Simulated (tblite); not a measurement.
# FGeH6P: the cost of one run

Programs: tblite 0.8.0 and PySCF 2.14.0. All values are calculated, for the isolated system unless a continuum is named. Atoms count from 0, parts from 1.

### Step 1. The system as given

9 atoms, charge 0, multiplicity 1; geometry: rigid parts in contact. Parts: 1 = atoms 0–4, `[F][GeH3]`, charge 0; 2 = atoms 5–8, `P`, charge 0.

### Step 2. Bringing the parts together with GFN2-xTB

What the job is given:

```
{"job": {"kind": "dock", "xc": "GFN2-xTB", "basis": "xTB"}, "charge": 0, "multiplicity": 1, "parts": [{"atoms": "0-4", "charge": 0, "multiplicity": 1}, {"atoms": "5-8", "charge": 0, "multiplicity": 1}]}
Ge    -0.123798    -0.059455     0.021933
F      1.420542     0.680988    -0.253646
H     -1.069761     1.095525     0.003230
H      0.038586    -0.713413     1.354514
H     -0.265568    -1.003645    -1.126031
P     -3.483272    -0.606129     0.809924
H     -3.775806    -1.930649     1.098214
H     -3.506782    -0.251406     2.150110
H     -4.823137    -0.288417     0.645201
```

Method: GFN2-xTB search for minima from random contacts, gas phase.

The run is started by

```bash
> OMP_NUM_THREADS=1 python cluster_run.py task.json out
```

The driver reads the jobs from task.json and runs them one after another.

**Question.** How long does this first job take on 1 thread of Arm Neoverse V1, shared host?

About 9.1 s.
